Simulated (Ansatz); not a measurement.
# TaN: how the settings move a single-point run

Aim: see which settings change the result for TaN, by how much, and at what cost.

Method: reference: DFT, PBEsol, all-electron LAPW, scalar-relativistic; levels and slopes on a fine mesh, independent-particle optical spectra, in Ansatz 0.2.0.

### 1 Starting point

Symmetry: Fm-3m, No. 225, cubic system. Conventional cell: a = 4.376 Å, b = 4.376 Å, c = 4.376 Å, α = 90.00°, β = 90.00°, γ = 90.00°. Around Ta (site symmetry m-3m) lie 6 N at 2.19 Å. Around N (site symmetry m-3m) lie 6 Ta at 2.19 Å.

Structure file:

```
CELL_PARAMETERS angstrom
0.00000 2.18784 2.18784
2.18784 0.00000 2.18784
2.18784 2.18784 0.00000
ATOMIC_POSITIONS crystal
Ta 0.50000 0.50000 0.50000
N 0.00000 0.00000 0.00000
```

### 2 Reference

Input file input.yaml:

```yaml
crystal:
  lattice:
    - [0.0, 2.18784259691, 2.18784259691]
    - [2.18784259691, 0.0, 2.18784259691]
    - [2.18784259691, 2.18784259691, 0.0]
  atoms:
    - { symbol: Ta, position: [0.5, 0.5, 0.5] }
    - { symbol: "N", position: [0.0, 0.0, 0.0] }
kpoints:
  mp_grid: { grid: [12, 12, 12] }
scf:
  occupations: { method: fermi_dirac, width: 0.05 }
hamiltonian:
  xc: pbesol
  pseudopotentials: { kind: all_electron, lapw: { basis_error: 0.001 } }
output:
  forces: true
  stress: true
  eigenvalues: true
  eigenstates:
    nscf_kmesh: { grid: [20, 20, 20] }
    de_dk: true
    e_range: [-14, 14]
  optics:
    e_range: [0, 25]
    de: 0.2
    sigma: 0.15
    bands: { spectra_wanted_up_to: 25 }
    nscf_kmesh: { grid: [20, 20, 20] }
    drude_damping: 0.1
checkpoint:
  write: ck
  write_wavefunctions: false
```

On the command line:

```console
$ ansatz run input.yaml --threads 1 --pin off --max-ram 3072MiB --backend cpu --events-out ev --progress --plain --runs-dir out
```

### 3 Changed: occupations.method tetrahedron, xc lda, width left out

input.yaml: that of step 2 with these lines changed.

```diff
@@ -11,5 +11,5 @@
 scf:
-  occupations: { method: fermi_dirac, width: 0.05 }
+  occupations: { method: tetrahedron }
 hamiltonian:
-  xc: pbesol
+  xc: lda
   pseudopotentials: { kind: all_electron, lapw: { basis_error: 0.001 } }
```

What does the calculation give? Wanted: for each run, ending; energy change; pressure; gap; force.

**Answer**, as computed:

| run | ending | energy change | pressure (GPa) | gap (eV) | force (eV/Å) | cycles | time |
| --- | --- | --- | --- | --- | --- | --- | --- |
| reference | converged | - | 0.0 | 0.00 | 0.00 | - | 81 s |
| 1: occupations.method tetrahedron, xc lda, width left out | converged | not comparable | -6.8 | 0.00 | 0.00 | 14 | 80 s |

Residual by cycle in the longest SCF loop of each run; runs are numbered as in the table. The quantity is the density residual dr2, in eV.

| cycle | reference | run 1 |
| --- | --- | --- |
| 1 | 3.92 | 4.17 |
| 2 | 0.144 | 0.132 |
| 3 | 0.263 | 0.288 |
| 5 | 0.00121 | 0.00165 |
| 6 | 5.2e-4 | 7.7e-4 |
| 7 | 3.2e-5 | 3.8e-5 |
| 8 | 4.0e-6 | 6.8e-6 |
| 9 | 4.1e-7 | 4.7e-7 |
| 10 | 8.5e-9 | 1.7e-8 |
| 12 | 5.8e-11 | 1.5e-10 |
| 13 | 1.1e-11 | 2.6e-11 |
| 14 | 5.5e-13 | 6.6e-13 |

What this shows: A change of functional puts the total energy on another scale; the pressure goes from 0.0 to -6.8 GPa. The smearing changed too.
